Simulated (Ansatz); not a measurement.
# C₂H₁₀GaOP: one species, many methods

The task here is to estimate one member of a computed series from the others.

Method: functionals in def2-TZVPP, the program's frozen cores in correlated methods; program: Ansatz 0.2.0, Gaussian basis.

Plan: LDA (SPW92), PBE-D4, revPBE-D4, BLYP-D4, r2SCAN-D4, B97M-V, PBE0-D4, B3LYP-D4, r2SCANh-D4, r2SCAN0-D4, HSE06-D4, BHLYP-D4, CAM-B3LYP-D4, LC-ωPBE, ωB97X-V, ωB97M-V, B2PLYP, PBE-QIDH; CCSD(T)/def2-SVP; CCSD(T)/def2-TZVPP; MP2/def2-QZVPP; extrapolation to the limit; RPA on PBE.

1 further run of the same task is left out (it didn't finish).

**The relaxed structure**

All runs share one geometry, relaxed beforehand with PBE0-D4 in a triple-zeta def2 set.

SMILES `[CH3][Ga-]([CH3])([OH])[PH3+]`, 15 atoms, charge 0, spin multiplicity 1.

Atoms are counted from 1 here; the program's logs count them from 0.

Bond lengths: C1–Ga2 1.969 Å, C1–H6 1.092 Å, C1–H7 1.093 Å, C1–H8 1.092 Å, Ga2–C3 1.976 Å, Ga2–O4 1.835 Å, Ga2–P5 2.668 Å, C3–H9 1.092 Å, C3–H10 1.093 Å, C3–H11 1.092 Å, O4–H12 0.959 Å, P5–H13 1.416 Å, P5–H14 1.411 Å, P5–H15 1.409 Å. Angles: Ga2–C1–H6 111.8°, Ga2–C1–H7 110.1°, Ga2–C1–H8 110.6°, H6–C1–H7 107.6°, H6–C1–H8 108.8°, H7–C1–H8 107.8°, C1–Ga2–C3 127.5°, C1–Ga2–O4 112.4°, C1–Ga2–P5 100.4°, C3–Ga2–O4 116.5°, C3–Ga2–P5 103.5°, O4–Ga2–P5 82.8°, Ga2–C3–H9 111.7°, Ga2–C3–H10 110.1°, Ga2–C3–H11 111.3°, H9–C3–H10 107.8°, H9–C3–H11 108.3°, H10–C3–H11 107.5° and more.

Coordinates:

```
C    -1.8469   -0.0374    1.1003
Ga   -0.1610   -0.5735    0.2364
C     1.5913   -0.8709    1.1010
O    -0.4366   -1.4190   -1.3686
P     0.2701    1.5401   -1.3337
H    -1.7254    0.8648    1.7040
H    -2.2003   -0.8329    1.7617
H    -2.6209    0.1422    0.3517
H     2.3959   -0.9536    0.3669
H     1.5721   -1.7977    1.6809
H     1.8372   -0.0582    1.7884
H     0.3211   -1.9268   -1.6631
H     0.5376    2.9218   -1.1726
H     1.2618    1.2825   -2.3034
H    -0.8180    1.6679   -2.2205
```

Set-up of the first run:

in.yaml reads:

```yaml
crystal:
  periodic: [false, false, false]
  atoms:
    - {symbol: C, position_ang: [-1.846916, -0.037372, 1.100286]}
    - {symbol: Ga, position_ang: [-0.160993, -0.573517, 0.236430]}
    - {symbol: C, position_ang: [1.591286, -0.870868, 1.100996]}
    - {symbol: O, position_ang: [-0.436643, -1.418998, -1.368584]}
    - {symbol: P, position_ang: [0.270060, 1.540137, -1.333743]}
    - {symbol: H, position_ang: [-1.725373, 0.864764, 1.704042]}
    - {symbol: H, position_ang: [-2.200279, -0.832895, 1.761653]}
    - {symbol: H, position_ang: [-2.620873, 0.142235, 0.351689]}
    - {symbol: H, position_ang: [2.395918, -0.953617, 0.366931]}
    - {symbol: H, position_ang: [1.572099, -1.797712, 1.680890]}
    - {symbol: H, position_ang: [1.837158, -0.058227, 1.788400]}
    - {symbol: H, position_ang: [0.321109, -1.926846, -1.663082]}
    - {symbol: H, position_ang: [0.537640, 2.921753, -1.172624]}
    - {symbol: H, position_ang: [1.261836, 1.282509, -2.303386]}
    - {symbol: H, position_ang: [-0.818029, 1.667854, -2.220497]}
basis:
  gaussian: {orbitals: def2-TZVPP}
hamiltonian: {xc: lda}
output: {orbitals: {seedname: orbitals}}
```

The run is started by

```bash
$ ansatz run in.yaml --threads 2 --pin off --events-out ev --progress --plain --max-ram 32768MiB --backend cuda --devices 0, --max-vram 18GiB
```

Steps of the session up to this table: LDA; PBE-D4 (GGA); revPBE-D4 (GGA); BLYP-D4 (GGA); r2SCAN-D4 (meta-GGA); B97M-V (meta-GGA); PBE0-D4 (hybrid); B3LYP-D4 (hybrid); r2SCANh-D4 (hybrid); r2SCAN0-D4 (hybrid); HSE06-D4 (hybrid); BHLYP-D4 (hybrid); CAM-B3LYP-D4 (range-separated); LC-ωPBE (range-separated); ωB97X-V (range-separated); ωB97M-V (range-separated); B2PLYP (double hybrid); PBE-QIDH (double hybrid).

One of the session's tables, all rows but one given; the rest of the session is left out.

It belongs to the step «Orbital energies across the functionals». 

```
  functional  HOMO (eV)  gap (eV)
 LDA (SPW92)      -6.12      5.26
      PBE-D4      -5.96      5.22
   revPBE-D4      -5.89      5.22
     BLYP-D4      -5.85      5.22
   r2SCAN-D4      -6.22      5.76
      B97M-V      -6.31      5.67
     PBE0-D4      -7.25      7.41
    B3LYP-D4      -7.04      6.96
  r2SCANh-D4          ?         ?
  r2SCAN0-D4      -7.43      7.75
    HSE06-D4      -6.86      6.63
    BHLYP-D4      -8.42      9.45
CAM-B3LYP-D4      -8.62      9.81
     LC-ωPBE      -9.96     12.38
     ωB97X-V      -9.60     11.85
     ωB97M-V      -9.51     11.38
```

Q: Estimate the row for r2SCANh-D4 from the others.

Worked estimate for «HOMO (eV)». Against the share of exact exchange, r2SCAN-D4 (0, -6.22), r2SCAN0-D4 (0.25, -7.43) give a slope of -4.84 per unit share; at 0.1 the line stands at -6.70.

**Answer.** HOMO (eV): -6.71; gap (eV): 6.57. In «HOMO (eV)» the line misses by +0.01.
